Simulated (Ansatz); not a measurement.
**GaH3Se (SMILES [GaH2][SeH]): one structure at several levels**

The atoms stand at a structure displaced at random from a GFN2-xTB minimum. How far do the functionals agree with CCSD(T) there?

Program: Ansatz 0.2.0, Gaussian basis. Level of theory: single points in def2-TZVPP. These are calculated values, not measurements.

Correlated methods freeze the cores. Filled d shells of the heavier atoms are correlated.

**1. Where the work starts**

SMILES `[GaH2][SeH]`, 5 atoms, charge 0, spin multiplicity 1.

Atoms are counted from 1 here; the program's logs count them from 0.

Bond lengths: Ga1–Se2 2.262 Å, Ga1–H3 1.661 Å, Ga1–H4 1.726 Å, Se2–H5 1.495 Å. Angles: Se2–Ga1–H3 127.0°, Se2–Ga1–H4 122.8°, H3–Ga1–H4 108.3°, Ga1–Se2–H5 96.5°.

Coordinates:

```
Ga   -0.39570   -0.46500   -0.10710
Se    0.36680    1.65690    0.07270
H    -0.76320   -1.50400    1.13560
H    -1.09440   -1.08750   -1.55770
H     1.81020    1.30560    0.24270
```

**2. CCSD(T)/def2-TZVPP**

Input file run/in.yaml:

```yaml
crystal:
  periodic: [false, false, false]
  atoms:
    - {symbol: Ga, position_ang: [-0.395700, -0.465000, -0.107100]}
    - {symbol: Se, position_ang: [0.366800, 1.656900, 0.072700]}
    - {symbol: H, position_ang: [-0.763200, -1.504000, 1.135600]}
    - {symbol: H, position_ang: [-1.094400, -1.087500, -1.557700]}
    - {symbol: H, position_ang: [1.810200, 1.305600, 0.242700]}
basis:
  gaussian: {orbitals: def2-TZVPP}
correlation: {method: ccsd_t}
output: {forces: true}
```

No record of the launch command was kept for these runs.

**3. PBE0-D4/def2-TZVPP**

run/in.yaml, as its differences from that of step 2:

```diff
@@ -10,3 +10,3 @@
   gaussian: {orbitals: def2-TZVPP}
-correlation: {method: ccsd_t}
-output: {forces: true}
+hamiltonian: {xc: pbe0, dispersion: d4}
+output: {forces: true, orbitals: {seedname: orbitals}}
```

**4. wB97M-V/def2-TZVPP**

run/in.yaml, as its differences from that of step 3:

```diff
@@ -10,3 +10,3 @@
   gaussian: {orbitals: def2-TZVPP}
-hamiltonian: {xc: pbe0, dispersion: d4}
-output: {forces: true, orbitals: {seedname: orbitals}}
+hamiltonian: {xc: {name: wB97M-V}}
+output: {forces: true}
```

**5. r2SCAN-D4/def2-TZVPP**

run/in.yaml, as its differences from that of step 4:

```diff
@@ -10,3 +10,3 @@
   gaussian: {orbitals: def2-TZVPP}
-hamiltonian: {xc: {name: wB97M-V}}
+hamiltonian: {xc: r2scan, dispersion: d4}
 output: {forces: true}
```

**6. PBE-D4/def2-TZVPP**

run/in.yaml, as its differences from that of step 5:

```diff
@@ -10,3 +10,3 @@
   gaussian: {orbitals: def2-TZVPP}
-hamiltonian: {xc: r2scan, dispersion: d4}
+hamiltonian: {xc: pbe, dispersion: d4}
 output: {forces: true}
```

**7. revPBE-D4/def2-TZVPP**

run/in.yaml, as its differences from that of step 6:

```diff
@@ -10,3 +10,3 @@
   gaussian: {orbitals: def2-TZVPP}
-hamiltonian: {xc: pbe, dispersion: d4}
+hamiltonian: {xc: {name: revPBE}, dispersion: d4}
 output: {forces: true}
```

**8. BHLYP-D4/def2-TZVPP**

run/in.yaml, as its differences from that of step 7:

```diff
@@ -10,3 +10,3 @@
   gaussian: {orbitals: def2-TZVPP}
-hamiltonian: {xc: {name: revPBE}, dispersion: d4}
+hamiltonian: {xc: {name: BHLYP}, dispersion: d4}
 output: {forces: true}
```

(Steps that only read results are left out.)

Before running it: what results should come out? Wanted: energy less free atoms, CCSD(T)/def2-TZVPP; RMS force component; RMS force error; HOMO and LUMO, PBE0-D4; T1 diagnostic.

The runs gave:

| quantity | value |
| --- | --- |
| energy less free atoms, CCSD(T)/def2-TZVPP | -11.206 eV |
| RMS force component | 0.997 to 1.133 eV/Å over the methods |
| RMS force error | PBE0-D4 0.050, wB97M-V 0.031, r2SCAN-D4 0.053, PBE-D4 0.170, revPBE-D4 0.192, BHLYP-D4 0.068 eV/Å |
| HOMO and LUMO, PBE0-D4 | -7.03 and -2.18 eV |
| T1 diagnostic | 0.011 |

In words: Against CCSD(T) the functionals' energies less atoms differ by -0.189 to +0.251 eV, PBE-D4 by -0.001 eV. CCSD(T) in triple zeta still lacks some correlation energy of the bonds, so part of these gaps is its own basis error and they don't rank the functionals. The forces of wB97M-V come nearest to CCSD(T), those of revPBE-D4 are farthest. Frozen-core CCSD(T) forces in triple zeta carry basis errors of their own, and this is one geometry, so small gaps rank nothing.
